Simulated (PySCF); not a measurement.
# C₅H₁₃NOSi: NMR shifts in solvents

Computed with PySCF 2.14.0, with density-fitted response routines of our own, on a single molecule, in the gas phase or a continuum. Atoms count from 0, in the outputs and in this text.

## Step 1: The starting structure

21 atoms, charge 0, multiplicity 1; geometry from: GFN2-xTB.

Bonds of the start (Å): C0–C1 1.53, C1–C2 1.53, C2–N3 1.45, N3–Si4 1.72, Si4–O5 1.63, Si4–C6 1.91, C6–C7 1.53, C6–C1 1.54, C0–H8 1.09, C0–H9 1.09, C0–H10 1.09, C1–H11 1.10, C2–H12 1.09, C2–H13 1.10, N3–H14 1.01, Si4–H15 1.46, O5–H16 0.95, C6–H17 1.09, C7–H18 1.09, C7–H19 1.09, C7–H20 1.09.

## Step 2: Optimising the geometry at PBE0-D3(BJ)/def2-SVP

The job: settings as JSON, then the geometry in Å.

```
{"job": {"xc": "PBE0", "basis": "def2-SVP", "d3": "d3bj", "grid": 1, "kind": "geom"}, "charge": 0, "multiplicity": 1}
C      1.823727     0.617136    -0.797291
C      0.780775     0.627611     0.317012
C      0.893480    -0.655591     1.148150
N      0.257562    -1.700852     0.371687
Si    -1.126887    -1.154995    -0.490158
O     -1.229167    -1.778349    -1.990626
C     -0.645276     0.676584    -0.257852
C     -1.596309     1.391515     0.697970
H      1.716228     1.494367    -1.431883
H      2.829645     0.617679    -0.381286
H      1.703781    -0.273288    -1.409623
H      0.964600     1.495326     0.959550
H      1.941385    -0.912658     1.331480
H      0.404295    -0.518277     2.123010
H      0.358744    -2.623193     0.761412
H     -2.453817    -1.491638     0.010929
H     -0.485528    -1.748613    -2.587228
H     -0.633092     1.242259    -1.193003
H     -1.277786     2.419970     0.868857
H     -2.604344     1.409835     0.289816
H     -1.630936     0.882116     1.658606
```

Run with:

```sh
$ OMP_NUM_THREADS=1 python probes_run.py task.json out
```

One launch serves the whole session: the jobs run in the order shown.

Q: Estimate the wall time and peak memory of this first job on 1 thread of Arm Neoverse V1, shared host.

About 2.9 min, with a peak of 0.74 GiB.
